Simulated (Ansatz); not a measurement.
# C2H2Co+ (triplet): geometry and frequencies

Wanted for C2H2Co+ (triplet): geometry and frequencies. Charge +1. Spin multiplicity 3.

Computed with Ansatz 0.2.0 (the levels named in each step, unless a step's input says otherwise).

### 1 The starting structure

Bond lengths: C1–C2 1.249 Å, C1–Co3 1.941 Å, C2–Co3 1.941 Å, C1–H4 1.076 Å, C2–H5 1.076 Å. Angles: C1–C2–Co3 71.2°, C1–C2–H5 156.6°, Co3–C2–H5 132.2°, C2–C1–Co3 71.2°, C2–C1–H4 156.6°, Co3–C1–H4 132.2°, C1–Co3–C2 37.6°.

As a file:

```xyz
5

C    -0.7516   -1.0815    0.5035
C    -0.9844   -0.7482   -0.6777
Co    0.3936    0.4148    0.0395
H    -0.8612   -1.6544    1.4078
H    -1.4620   -0.7941   -1.6409
```

### 2 A rough first relaxation, PBE-D4/def2-SVP

input.yaml

```yaml
crystal:
  periodic: [false, false, false]
  atoms:
    - { symbol: C, position_ang: [-0.75164, -1.08151, 0.50349] }
    - { symbol: C, position_ang: [-0.98441, -0.74821, -0.67768] }
    - { symbol: Co, position_ang: [0.39355, 0.41478, 0.03949] }
    - { symbol: H, position_ang: [-0.86118, -1.6544, 1.40783] }
    - { symbol: H, position_ang: [-1.46199, -0.79411, -1.64092] }
magnetization:
  spin_polarized: true
  initial_magnetization: 2
total_charge: 1
basis:
  gaussian: { orbitals: def2-SVP }
hamiltonian:
  xc: pbe
  dispersion: d4
relax:
  f_tol: 0.03
  max_steps: 200
```

Run with:

```console
$ ansatz run input.yaml --threads 4 --pin off --max-ram 10240MiB --backend cpu --events-out ev --progress --plain --runs-dir out
```

Further steps of the session: Relaxation, PBE0-D4/def2-TZVPP; Frequencies, PBE0-D4/def2-TZVPP.

Before running it: what results should come out? Wanted: C1–C2 at PBE0-D4/def2-TZVPP; C1–Co3 at PBE0-D4/def2-TZVPP; C2–Co3 at PBE0-D4/def2-TZVPP; frequencies at PBE0-D4/def2-TZVPP.

**Answer**, as computed:

```
                         quantity             value
      C1–C2 at PBE0-D4/def2-TZVPP           1.236 Å
     C1–Co3 at PBE0-D4/def2-TZVPP           1.979 Å
     C2–Co3 at PBE0-D4/def2-TZVPP           1.979 Å
frequencies at PBE0-D4/def2-TZVPP  389 to 3374 cm⁻¹
```

What this shows: No mode is imaginary, so the geometry is a minimum.
